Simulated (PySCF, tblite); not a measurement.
# C2H7ClS3Si2: geometry, infrared bands and NMR shifts

What infrared bands and NMR shifts should C2H7ClS3Si2 (`CC(=S)S[Si@@H](Cl)S[SiH3]`) show?

The runs use tblite 0.8.0 and PySCF 2.14.0, with density-fitted response routines of our own; the level of theory stands in each step. All values are computed, except where a source is named. Atoms count from 0, in the outputs and in this text.

## 1. The molecule as given

15 atoms, charge 0, multiplicity 1; geometry from: force field or distance geometry start.

Bonds of the start (Å): C0–C1 1.49, C1–S2 1.46, C1–S3 1.79, S3–Si4 2.15, Si4–Cl5 2.09, Si4–S6 2.17, S6–Si7 2.15, C0–H8 1.11, C0–H9 1.10, C0–H10 1.11, Si4–H11 1.47, Si7–H12 1.47, Si7–H13 1.46, Si7–H14 1.45.

## 2. Optimising the geometry with GFN2-xTB

Job settings and geometry (Å):

```
{"job": {"kind": "relax", "xc": "GFN2-xTB", "basis": "xTB"}, "charge": 0, "multiplicity": 1}
C     -3.726700     1.022600    -0.511000
C     -2.492800     0.261100    -0.190300
S     -2.541300    -1.132900     0.248500
S     -0.863600     0.985200    -0.294600
Si     0.706200    -0.372200     0.254200
Cl     0.022200    -2.324800     0.547200
S      2.072500    -0.379600    -1.433100
Si     4.048900    -0.447400    -0.590100
H     -4.610700     0.522900    -0.057900
H     -3.794500     1.091000    -1.606600
H     -3.580500     2.040900    -0.092500
H      1.412100     0.037500     1.479100
H      3.986800     0.240100     0.709600
H      4.921300     0.305800    -1.483300
H      4.435500    -1.842300    -0.506700
```

The run is started by

```bash
$ OMP_NUM_THREADS=1 python probes_run.py task.json out
```

One launch serves the whole session: the jobs run in the order shown.

**Question.** This job is followed by: GFN2-xTB harmonic vibrations, gas phase; GIAO PBE0/pcSseg-1 NMR shielding, non-relativistic, gas phase. What will the session give for the following? strongest single infrared mode (GFN2-xTB); zero-point energy (GFN2-xTB); ¹³C shifts against TMS (PBE0/pcSseg-1); ¹H shifts against TMS (PBE0/pcSseg-1, means over atoms taken as alike); ³³S shifts against CS2 (PBE0/pcSseg-1); ²⁹Si shifts against TMS (PBE0/pcSseg-1); ³⁵Cl shifts against HCl (PBE0/pcSseg-1).

As calculated:

| quantity | value |
| --- | --- |
| strongest single infrared mode (GFN2-xTB) | 759 cm⁻¹, 382 km/mol |
| zero-point energy (GFN2-xTB) | 51.6 kcal/mol |
| ¹³C shifts against TMS (PBE0/pcSseg-1) | 256.4, 44.2 ppm |
| ¹H shifts against TMS (PBE0/pcSseg-1, means over atoms taken as alike) | 6.36, 4.73, 3.20 ppm |
| ³³S shifts against CS2 (PBE0/pcSseg-1) | 844, 280, -239 ppm |
| ²⁹Si shifts against TMS (PBE0/pcSseg-1) | 1.2, -58.9 ppm |
| ³⁵Cl shifts against HCl (PBE0/pcSseg-1) | 60 ppm |

Relaxing lowered the energy by 1.567 eV in 146 steps; the close pair that moved most is C1–S2, from 1.462 to 1.632 Å. All 39 modes are real, so the xTB geometry is a minimum. The strongest single mode, at 759 cm⁻¹, is spread over several atoms, H14, H13, H12 among them. Unscaled tight-binding wavenumbers are off by several per cent, some by more. Its intensities can rank the bands wrongly. The most deshielded carbon is C1 (thiocarbonyl carbon), at 256.4 ppm: the small n→π* gap of C=S deshields it strongly. At PBE0/pcSseg-1: The widest tensor belongs to S2: span 1643 ppm, with a paramagnetic part of -1400 ppm.
